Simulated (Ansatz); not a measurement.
# BH₂OTe radical (SMILES B[Te][O]): a rigid scan of the bond length B1–H4

Aim: the energy along the bond length B1–H4, from CCSD(T) and from cheaper methods, relative to the minimum. No other atom is relaxed.

Method: single points in def2-TZVPP; program: Ansatz 0.2.0, Gaussian basis.

Levels: PBE-D4, r2SCAN-D4, PBE0-D4, B3LYP-D4, wB97M-V, Hartree-Fock, MP2, CCSD, CCSD(T). The scan takes 0.977, 1.028, 1.101, 1.187, 1.283, 1.385, 1.494, 1.609, 1.729 Å.

Correlated methods freeze the cores. Filled d shells of the heavier atoms are correlated. Core potentials replace the inner electrons past krypton, and spin-orbit coupling is left out. Orbitals are unrestricted. B3LYP uses VWN-RPA correlation.

26 further runs of the same task are left out: 26 set aside as unsound or not needed.

### Step 1. The starting structure

SMILES `B[Te][O]`, 5 atoms, charge 0, spin multiplicity 2.

Atoms are counted from 1 here; the program's logs count them from 0.

Bond lengths: B1–Te2 2.135 Å, B1–H4 1.162 Å, B1–H5 1.162 Å, Te2–O3 1.820 Å. Angles: Te2–B1–H4 118.4°, Te2–B1–H5 119.7°, H4–B1–H5 121.9°, B1–Te2–O3 100.0°.

Geometry (Å):

```xyz
5

B    -0.27582    0.72637   -0.03518
Te   -0.51531   -1.39112    0.09612
O     1.22902   -1.90926    0.07992
H    -1.22925    1.39023   -0.05857
H     0.79136    1.18378   -0.08230
```

### Step 2. Finding the minimum

relax/in.yaml reads:

```yaml
crystal:
  periodic: [false, false, false]
  atoms:
    - {symbol: B, position_ang: [-0.275820, 0.726370, -0.035180]}
    - {symbol: Te, position_ang: [-0.515310, -1.391120, 0.096120]}
    - {symbol: O, position_ang: [1.229020, -1.909260, 0.079920]}
    - {symbol: H, position_ang: [-1.229250, 1.390230, -0.058570]}
    - {symbol: H, position_ang: [0.791360, 1.183780, -0.082300]}
basis:
  gaussian: {orbitals: def2-TZVP}
magnetization: {spin_polarized: true, initial_magnetization: 1}
hamiltonian: {xc: pbe0, dispersion: d4}
relax: {f_tol: 0.005, max_steps: 200}
```

No record of the launch command was kept for these runs.

The runs that follow: The minimum at every level; B1–H4 = 0.977 Å; B1–H4 = 1.028 Å; B1–H4 = 1.101 Å; B1–H4 = 1.187 Å; B1–H4 = 1.283 Å; B1–H4 = 1.385 Å; B1–H4 = 1.494 Å; B1–H4 = 1.609 Å; B1–H4 = 1.729 Å.

What does the calculation give? Wanted: highest point, CCSD(T); lowest point, CCSD(T); minimum along the scan, CCSD(T); RMS deviation from CCSD(T); largest T1 diagnostic.

The runs gave:

| quantity | value |
| --- | --- |
| highest point, CCSD(T) | 36.7 kcal/mol at 1.729 Å |
| lowest point, CCSD(T) | 0.0 kcal/mol at 1.192 Å |
| minimum along the scan, CCSD(T) | 1.189 Å |
| curvature there | 24.1 eV/Å² |
| RMS deviation from CCSD(T) | PBE-D4 1.5, r2SCAN-D4 0.2, PBE0-D4 0.2, B3LYP-D4 0.4, wB97M-V 0.8, Hartree-Fock 2.1, MP2 1.1, CCSD 0.4 kcal/mol |
| largest T1 diagnostic | 0.045 |

In words: A polynomial through the near points puts the CCSD(T) minimum 0.003 Å below the PBE0-D4 value. The third derivative is negative, the usual anharmonicity of a bond. Curvature against CCSD(T): PBE-D4 -6 %, Hartree-Fock +7 %. PBE0-D4 follows the CCSD(T) curve best and Hartree-Fock worst.
